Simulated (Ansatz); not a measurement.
# CoCu3H6Cl2O6: the cost of one run

Computed with Ansatz 0.2.0 (DFT PBE+U (U_eff = 3.3 eV on Co 3d, 4 eV on Cu 3d), scalar-relativistic, plane waves, PAW, unless a step's input says otherwise).

**1. The starting structure**

The structure is trigonal, space group R-3m (No. 166). Conventional cell: a = 6.841 Å, b = 6.841 Å, c = 14.093 Å, α = 90.00°, β = 90.00°, γ = 120.00°. Around Co (site symmetry -3m) lie 6 O at 2.11 Å. Around Cu (site symmetry 2/m) lie 4 O at 1.99 Å. H (site symmetry m) is surrounded by 1 O at 0.83 Å. Around Cl (site symmetry 3m) lie 3 H at 2.30 Å. O (site symmetry m) has 1 H at 0.83 Å in its first shell of neighbours.

As a file:

```cif
data_structure
_symmetry_space_group_name_H-M 'P 1'
_symmetry_Int_Tables_number 1
_cell_length_a 6.1374
_cell_length_b 6.1374
_cell_length_c 6.1374
_cell_angle_alpha 67.744
_cell_angle_beta 67.744
_cell_angle_gamma 67.744
_cell_volume 190.40
loop_
_atom_site_label
_atom_site_type_symbol
_atom_site_fract_x
_atom_site_fract_y
_atom_site_fract_z
_atom_site_occupancy
Co1 Co 0.00000 0.00000 0.00000 1
Cu1 Cu 0.50000 0.00000 0.00000 1
Cu2 Cu 0.00000 0.50000 0.00000 1
Cu3 Cu 0.00000 0.00000 0.50000 1
H1 H 0.27600 0.27600 0.70000 1
H2 H 0.70000 0.27600 0.27600 1
H3 H 0.27600 0.70000 0.27600 1
H4 H 0.30000 0.72400 0.72400 1
H5 H 0.72400 0.72400 0.30000 1
H6 H 0.72400 0.30000 0.72400 1
Cl1 Cl 0.30521 0.30521 0.30521 1
Cl2 Cl 0.69479 0.69479 0.69479 1
O1 O 0.23145 0.23145 0.85210 1
O2 O 0.85210 0.23145 0.23145 1
O3 O 0.23145 0.85210 0.23145 1
O4 O 0.14790 0.76855 0.76855 1
O5 O 0.76855 0.76855 0.14790 1
O6 O 0.76855 0.14790 0.76855 1
```

Starting moments: Co 3.00; Cu 1.00 μB.

**2. First run, at the start cell**

Contents of input.yaml:

```yaml
crystal:
  lattice:
    - [3.420591, 1.97487913, 4.69752233]
    - [-3.420591, 1.97487913, 4.69752233]
    - [0.0, -3.94975827, 4.69752233]
  atoms:
    - { symbol: Co, position: [1.0, 0.0, 0.0], spin: 3.0 }
    - { symbol: Cu, position: [0.5, 1.0, 0.0], spin: 1.0 }
    - { symbol: Cu, position: [0.0, 0.5, 0.0], spin: 1.0 }
    - { symbol: Cu, position: [0.0, 0.0, 0.5], spin: 1.0 }
    - { symbol: H, position: [0.276, 0.276, 0.7] }
    - { symbol: H, position: [0.7, 0.276, 0.276] }
    - { symbol: H, position: [0.276, 0.7, 0.276] }
    - { symbol: H, position: [0.3, 0.724, 0.724] }
    - { symbol: H, position: [0.724, 0.724, 0.3] }
    - { symbol: H, position: [0.724, 0.3, 0.724] }
    - { symbol: Cl, position: [0.30521, 0.30521, 0.30521] }
    - { symbol: Cl, position: [0.69479, 0.69479, 0.69479] }
    - { symbol: O, position: [0.23145, 0.23145, 0.8521] }
    - { symbol: O, position: [0.8521, 0.23145, 0.23145] }
    - { symbol: O, position: [0.23145, 0.8521, 0.23145] }
    - { symbol: O, position: [0.1479, 0.76855, 0.76855] }
    - { symbol: O, position: [0.76855, 0.76855, 0.1479] }
    - { symbol: O, position: [0.76855, 0.1479, 0.76855] }
basis:
  ecutwfc: 420
  ecutrho_ratio: 4
kpoints:
  mp_grid: { grid: [3, 3, 3] }
hamiltonian:
  xc: pbe
  hubbard:
    sites:
      - { species: Co, l: d, u_eff: 3.3 }
      - { species: Cu, l: d, u_eff: 4.0 }
scf:
  occupations: { method: gaussian, width: 0.05 }
output:
  forces: true
  stress: true
  eigenvalues: true
  populations: true
  hubbard: { sites: [{ species: Co, l: d }, { species: Cu, l: d }] }
magnetization:
  spin_polarized: true
```

On the command line:

```sh
$ ansatz run input.yaml --threads 8 --pin off --max-ram 22528MiB --backend cpu --events-out ev --progress --plain --runs-dir out
```

**Question.** How long does this run take on 8 threads of Intel Xeon Platinum 8488C (Sapphire Rapids), shared host, and how much memory does it need?

About 83 s, with a peak of 2.1 GiB.
